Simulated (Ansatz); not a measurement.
# ZnC2: the cost of one run

Computed with Ansatz 0.2.0 (DFT LDA, scalar-relativistic, plane waves, PAW, unless a step's input says otherwise).

1 further run of the same task is left out (set aside as unsound or not needed).

**1. The structure to begin with**

The structure is tetragonal, space group I4/mmm (No. 139). Conventional cell: a = 3.916 Å, b = 3.916 Å, c = 4.991 Å, α = 90.00°, β = 90.00°, γ = 90.00°. Zn (site symmetry 4/mmm) is surrounded by 2 C at 1.88 Å. Around C (site symmetry 4mm) lie 1 C at 1.24 Å.

Structure file:

```
CELL_PARAMETERS angstrom
-1.95806 1.95806 2.49557
1.95806 -1.95806 2.49557
1.95806 1.95806 -2.49557
ATOMIC_POSITIONS crystal
Zn 0.00000 0.00000 0.00000
C 0.62389 0.62389 0.00000
C 0.37611 0.37611 0.00000
```

The cell was made up by rule, so the compound may not exist in this form.

It is the result of an earlier relaxation at this level (volume 12.76 Å³/atom; gap on the mesh: 3.37 eV).

The cell was built by a swap of Ca by Zn in CaC2; it need not be the stable form of this composition.

**2. The cell under 4 GPa**

What is minimised here is the enthalpy; the energy can go up as the cell is squeezed.

File input.yaml:

```yaml
crystal:
  lattice:
    - [-1.9580568463, 1.9580568463, 2.4955690699]
    - [1.9580568463, -1.9580568463, 2.4955690699]
    - [1.9580568463, 1.9580568463, -2.4955690699]
  atoms:
    - { symbol: Zn, position: [0.0, 0.0, 0.0] }
    - { symbol: C, position: [0.6238861176, 0.6238861176, 0.0] }
    - { symbol: C, position: [0.3761138824, 0.3761138824, 0.0] }
basis:
  ecutwfc: 420
kpoints:
  mp_grid: { grid: [8, 8, 8] }
hamiltonian:
  xc: lda
scf:
  occupations: { method: fixed }
output:
  forces: true
  stress: true
  eigenvalues: true
relax:
  adjacent_minimum: "off"
  f_tol: 0.001
  max_steps: 60
  cell: { stress_tol: 0.02, p_target: 4.0 }
```

Q: Estimate wall time and peak memory on 1 thread of an Arm CPU, shared host.

About 20 s, with a peak of 0.31 GiB.
